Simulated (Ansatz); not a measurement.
**One shape, several levels: CH4ClGa (SMILES [CH3][GaH][Cl])**

Aim: a comparison of 4 runs (HF/def2-SVP, B3LYP/6-31G*, SVWN5/aug-cc-pVDZ, PBE0/def2-TZVP) of CH4ClGa. 

The results are computed with Ansatz 0.2.0.

3 further runs of the same task are left out: 2 that didn't finish, 1 set aside as unsound or not needed.

## 1. Starting point

The species is CH4ClGa (7 atoms), meant as a singlet with charge 0. SMILES: `[CH3][GaH][Cl]`. Geometry: relaxed at PBE0-D4/def2-TZVP.

Bond lengths: C1–Ga2 1.952 Å, Ga2–Cl3 2.160 Å, C1–H4 1.093 Å, C1–H5 1.089 Å, C1–H6 1.093 Å, Ga2–H7 1.560 Å. Angles: C1–Ga2–Cl3 116.2°, C1–Ga2–H7 130.1°, Cl3–Ga2–H7 113.7°, Ga2–C1–H4 110.2°, Ga2–C1–H5 110.9°, Ga2–C1–H6 109.9°, H4–C1–H5 109.3°, H4–C1–H6 107.4°, H5–C1–H6 109.1°.

## 2. Energy and forces at HF/def2-SVP (run 1)

run.yaml reads:

```yaml
crystal:
  periodic: [false, false, false]
  atoms:
    - {symbol: C, position_ang: [-0.730500, 0.588300, -0.200700]}
    - {symbol: Ga, position_ang: [0.846300, -0.538100, 0.035700]}
    - {symbol: Cl, position_ang: [0.865000, -1.794800, 1.792800]}
    - {symbol: H, position_ang: [-0.435900, 1.637200, -0.283800]}
    - {symbol: H, position_ang: [-1.418300, 0.473600, 0.636300]}
    - {symbol: H, position_ang: [-1.245900, 0.318700, -1.126000]}
    - {symbol: H, position_ang: [2.119300, -0.684800, -0.854300]}
basis:
  gaussian: {orbitals: def2-SVP}
magnetization: {spin_polarized: false, initial_magnetization: 0}
hamiltonian: {xc: hf}
accuracy: high
output: {forces: true, orbitals: {seedname: orbitals}}
```

Launch:

```sh
$ ansatz run run.yaml --threads 1 --pin off --max-ram 2610MiB --events-out events.jsonl --progress --plain --runs-dir runs
```

The log of the run:

```text
Warning: RAYON_NUM_THREADS=1 ignored (pool sized by the plan → 1); use --threads N
Functional definition: HF
  name "HF"
  exchange = exact_x
  correlation = 0
1771 factors; integrals over basis functions are off by at most 8.0e-9 eV
mean field evaluation 1: about -65920.0496 eV, gradient 2.4e1 eV
mean field evaluation 2: about -65920.0827 eV, gradient 2.4e1 eV
mean field evaluation 4: about -65921.8109 eV, gradient 2.6e0 eV
mean field evaluation 8: about -65921.8314 eV, gradient 7.8e-5 eV
mean field -65921.83135568 eV, -2422.5826188989 hartree, gradient 5.1e-8 eV, S^2 0.000000; 0 other end points of the search recorded, 0 dependent functions left out
the calculation of the forces begins
reference -65921.83135568 eV, -2422.5826188989 hartree; 29, 29 occupied and 55, 55 virtual orbitals, 1771 factors
Total energy: -65921.83135568 eV, -2422.5826188989 hartree
Atom 0 at    -0.730500     0.588300    -0.200700 Å, force    -0.117455     0.145333    -0.107693 eV/Å
Atom 1 at     0.846300    -0.538100     0.035700 Å, force     0.219279    -0.054891    -0.110701 eV/Å
Atom 2 at     0.865000    -1.794800     1.792800 Å, force     0.015865    -0.211961     0.285158 eV/Å
Atom 3 at    -0.435900     1.637200    -0.283800 Å, force    -0.057706     0.024103     0.005887 eV/Å
Atom 4 at    -1.418300     0.473600     0.636300 Å, force    -0.035367     0.032333    -0.013441 eV/Å
Atom 5 at    -1.245900     0.318700    -1.126000 Å, force    -0.050157     0.031460     0.010188 eV/Å
Atom 6 at     2.119300    -0.684800    -0.854300 Å, force     0.025540     0.033623    -0.069398 eV/Å
Dipole moment:    -0.126422     0.357328    -0.396230 e Å
```

Wall time 3.6 s (1 thread of Arm Neoverse V2, shared host).

## 3. Energy and forces at B3LYP/6-31G(d) (Cartesian functions) (run 2)

run.yaml: that of step 2 with these lines changed.

```diff
@@ -1 +1,4 @@
+basis:
+  gaussian:
+    orbitals: "6-31G*"
 crystal:
@@ -10,7 +13,7 @@
     - {symbol: H, position_ang: [2.119300, -0.684800, -0.854300]}
-basis:
-  gaussian: {orbitals: def2-SVP}
-magnetization: {spin_polarized: false, initial_magnetization: 0}
-hamiltonian: {xc: hf}
+hamiltonian:
+  xc: {name: B3LYP}
 accuracy: high
-output: {forces: true, orbitals: {seedname: orbitals}}
+output:
+  forces: true
+  orbitals: {seedname: orbitals}
```

Launch:

```sh
$ ansatz run run.yaml --threads 1 --pin off --max-ram 2610MiB --events-out events.jsonl --progress --plain --runs-dir runs
```

The log of the run, cut to the lines that bear on the results:

```text
Warning: RAYON_NUM_THREADS=1 ignored (pool sized by the plan → 1); use --threads N
Functional definition: B3LYP
  name "B3LYP"
[...]
1589 factors; integrals over basis functions are off by at most 3.8e-9 eV
[...]
mean field -65998.30370049 eV, -2425.3929257359 hartree, gradient 3.0e-8 eV, S^2 0.000000; 0 other end points of the search recorded, 0 dependent functions left out
[...]
reference -65998.30374088 eV, -2425.3929272202 hartree; 29, 29 occupied and 48, 48 virtual orbitals, 1589 factors
Total energy: -65998.30374088 eV, -2425.3929272202 hartree
Atom 0 at    -0.730500     0.588300    -0.200700 Å, force    -0.110571     0.078192    -0.017896 eV/Å
Atom 1 at     0.846300    -0.538100     0.035700 Å, force     0.072733     0.147597    -0.269467 eV/Å
Atom 2 at     0.865000    -1.794800     1.792800 Å, force     0.024170    -0.261807     0.348333 eV/Å
Atom 3 at    -0.435900     1.637200    -0.283800 Å, force     0.040832     0.099988     0.002359 eV/Å
Atom 4 at    -1.418300     0.473600     0.636300 Å, force    -0.072326    -0.002234     0.074506 eV/Å
Atom 5 at    -1.245900     0.318700    -1.126000 Å, force    -0.046694    -0.040761    -0.088287 eV/Å
Atom 6 at     2.119300    -0.684800    -0.854300 Å, force     0.091856    -0.020975    -0.049550 eV/Å
Dipole moment:    -0.153673     0.373942    -0.396652 e Å
```

Run time: 8.4 s. Hardware: 1 thread of Arm Neoverse V2, shared host.

Run 3 isn't shown in full; the table further down has it.

## 4. Energy and gradient at PBE0/def2-TZVP (run 4)

job.yaml reads:

```yaml
crystal:
  periodic: [false, false, false]
  atoms:
    - {symbol: C, position_ang: [-0.730500, 0.588300, -0.200700]}
    - {symbol: Ga, position_ang: [0.846300, -0.538100, 0.035700]}
    - {symbol: Cl, position_ang: [0.865000, -1.794800, 1.792800]}
    - {symbol: H, position_ang: [-0.435900, 1.637200, -0.283800]}
    - {symbol: H, position_ang: [-1.418300, 0.473600, 0.636300]}
    - {symbol: H, position_ang: [-1.245900, 0.318700, -1.126000]}
    - {symbol: H, position_ang: [2.119300, -0.684800, -0.854300]}
basis:
  gaussian: {orbitals: def2-TZVP}
magnetization: {spin_polarized: false, initial_magnetization: 0}
hamiltonian: {xc: {name: PBE0}}
output: {forces: true, orbitals: {seedname: orbitals}}
accuracy: high
```

Launch:

```sh
$ ansatz run job.yaml --threads 1 --pin off --max-ram 2610MiB --events-out events.jsonl --progress --plain --runs-dir runs
```

The log of the run, cut to the lines that bear on the results:

```text
Warning: RAYON_NUM_THREADS=1 ignored (pool sized by the plan → 1); use --threads N
Functional definition: PBE0
  name "PBE0"
[...]
2385 factors; integrals over basis functions are off by at most 4.3e-9 eV
[...]
mean field -65992.87035263 eV, -2425.1932538849 hartree, gradient 3.8e-8 eV, S^2 0.000000; 0 other end points of the search recorded, 0 dependent functions left out
[...]
reference -65992.87035521 eV, -2425.1932539799 hartree; 29, 29 occupied and 111, 111 virtual orbitals, 2385 factors
Total energy: -65992.87035521 eV, -2425.1932539799 hartree
Atom 0 at    -0.730500     0.588300    -0.200700 Å, force    -0.006042     0.007202    -0.004410 eV/Å
Atom 1 at     0.846300    -0.538100     0.035700 Å, force     0.001276    -0.001535     0.001467 eV/Å
Atom 2 at     0.865000    -1.794800     1.792800 Å, force     0.004121    -0.008576     0.008311 eV/Å
Atom 3 at    -0.435900     1.637200    -0.283800 Å, force    -0.001071     0.000401    -0.000887 eV/Å
Atom 4 at    -1.418300     0.473600     0.636300 Å, force    -0.002177     0.001471     0.000037 eV/Å
Atom 5 at    -1.245900     0.318700    -1.126000 Å, force    -0.001096     0.001233    -0.000631 eV/Å
Atom 6 at     2.119300    -0.684800    -0.854300 Å, force     0.004989    -0.000195    -0.003886 eV/Å
Dipole moment:    -0.136186     0.348831    -0.376068 e Å
```

Wall time 17 s (1 thread of Arm Neoverse V2, shared host); peak memory 0.51 GiB.

## 5. The series

| run | level | Cartesian functions | energy (Eh) | dipole moment (D) | HOMO energy (eV) | LUMO energy (eV) | wall time |
| --- | --- | --- | --- | --- | --- | --- | --- |
| 1 | HF/def2-SVP | no | -2422.582619 | 2.63 | -11.09 | 1.60 | 3.6 s |
| 2 | B3LYP/6-31G* (Cartesian functions) | yes | -2425.392927 | 2.72 | -7.78 | -1.57 | 8.4 s |
| 3 | SVWN5/aug-cc-pVDZ | no | -2420.693028 | 2.55 | -6.98 | -2.46 | 12 s |
| 4 | PBE0/def2-TZVP | no | -2425.193254 | 2.55 | -8.12 | -1.34 | 17 s |

## 6. Summary of results

| quantity | value |
| --- | --- |
| run 4: total energy | -2425.19325 Eh |
| run 4: dipole moment | 2.55 D |
| run 4: HOMO energy | -8.12 eV |
| run 4: LUMO energy | -1.34 eV |
| run 4: HOMO–LUMO gap | 6.78 eV |
| run 4: largest force on an atom | 0.013 eV/Å |

The dipole moment (its size) runs from 2.55 D (PBE0/def2-TZVP) to 2.72 D (B3LYP/6-31G*). The two ends differ in method and basis. The HOMO–LUMO gap runs from 4.52 eV (SVWN5/aug-cc-pVDZ) to 12.70 eV (HF/def2-SVP). Totals of different functionals can't be ranked against each other. All runs together took 41 s, the longest 17 s.
